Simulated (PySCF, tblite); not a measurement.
**C₇H₉BBrCl: geometry, infrared bands and NMR shifts**

Aim: predict the infrared bands and NMR shifts of C₇H₉BBrCl (`C=CCCCC#CB(Cl)Br`).

Programs: tblite 0.8.0 and PySCF 2.14.0, with density-fitted response routines of our own. Each step states its level of theory. These are calculated values for one molecule in the gas phase, unless marked as measured. Atoms count from 0, in the outputs and in this text.

### 1 The starting structure

19 atoms, charge 0, multiplicity 1; geometry from: force field or distance geometry start.

Bonds of the start (Å): C0–C1 1.31, C1–C2 1.51, C2–C3 1.50, C3–C4 1.51, C4–C5 1.49, C5–C6 1.22, C6–B7 1.54, B7–Cl8 1.84, B7–Br9 2.02, C0–H10 1.08, C0–H11 1.11, C1–H12 1.10, C2–H13 1.11, C2–H14 1.08, C3–H15 1.13, C3–H16 1.11, C4–H17 1.10, C4–H18 1.10.

### 2 Optimising the geometry with GFN2-xTB

The job: settings as JSON, then the geometry in Å.

```
{"job": {"kind": "relax", "xc": "GFN2-xTB", "basis": "xTB"}, "charge": 0, "multiplicity": 1}
C     -1.867600     0.630000    -1.685900
C     -2.015500    -0.164900    -0.660900
C     -0.960000    -1.131800    -0.185000
C     -0.583300    -0.775200     1.225900
C     -0.029700     0.627000     1.328900
C      1.153500     0.617500     0.427000
C      2.132200     0.596800    -0.293600
B      3.388800     0.564300    -1.178900
Cl     4.678500     1.863900    -0.981000
Br     4.118600    -1.286800    -1.546700
H     -0.993800     0.683600    -2.317900
H     -2.733400     1.286700    -1.910700
H     -2.945000    -0.144500    -0.071600
H     -1.405100    -2.144700    -0.156700
H     -0.088200    -1.103900    -0.823900
H     -1.516200    -0.781700     1.859500
H      0.115800    -1.526000     1.640600
H      0.253400     0.792300     2.377200
H     -0.712900     1.406600     0.961600
```

Run with:

```
OMP_NUM_THREADS=1 python probes_run.py task.json out
```

The driver reads the jobs from task.json and runs them one after another.

**Question.** This job is followed by: GFN2-xTB harmonic vibrations, gas phase; GIAO PBE0/pcSseg-1 NMR shielding, non-relativistic, gas phase. What will the session give for the following? strongest single infrared mode (GFN2-xTB); zero-point energy (GFN2-xTB); ¹³C shifts against TMS (PBE0/pcSseg-1); ¹H shifts against TMS (PBE0/pcSseg-1, means over atoms taken as alike); ¹¹B shifts against BF3·OEt2 (PBE0/pcSseg-1); ³⁵Cl shifts against HCl (PBE0/pcSseg-1); ⁷⁹Br shifts against HBr (PBE0/pcSseg-1).

As calculated:

| quantity | value |
| --- | --- |
| strongest single infrared mode (GFN2-xTB) | 2294 cm⁻¹, 469 km/mol |
| zero-point energy (GFN2-xTB) | 88.2 kcal/mol |
| ¹³C shifts against TMS (PBE0/pcSseg-1) | 145.6, 135.6, 125.7, 95.9, 36.1, 29.7, 20.2 ppm |
| ¹H shifts against TMS (PBE0/pcSseg-1, means over atoms taken as alike) | 5.88, 5.58, 5.47, 2.70, 2.51, 1.60 ppm |
| ¹¹B shifts against BF3·OEt2 (PBE0/pcSseg-1) | 46.7 ppm |
| ³⁵Cl shifts against HCl (PBE0/pcSseg-1) | 303 ppm |
| ⁷⁹Br shifts against HBr (PBE0/pcSseg-1) | 572 ppm |

In words: Relaxing lowered the energy by 0.769 eV in 61 steps; the close pair that moved most is B7–Br9, from 2.023 to 1.894 Å. No mode is imaginary among the 51: a minimum at this level. The strongest single mode, at 2294 cm⁻¹, moves mainly C5 and C6. Unscaled tight-binding wavenumbers are off by several per cent, some by more. Its intensities can rank the bands wrongly. The most deshielded carbon is C1 (alkene CH), at 145.6 ppm: an sp2 carbon of a C=C bond. The most deshielded hydrogen is H12 (hydrogen on an alkene CH), at 5.88 ppm: a vinylic proton, deshielded by the sp2 carbon and the C=C anisotropy. At PBE0/pcSseg-1: The largest span, 1057 ppm, is at Br9, where the paramagnetic term is -1074 ppm. Spin-orbit coupling is left out, which matters for shieldings and couplings at and beside the heavy atoms.
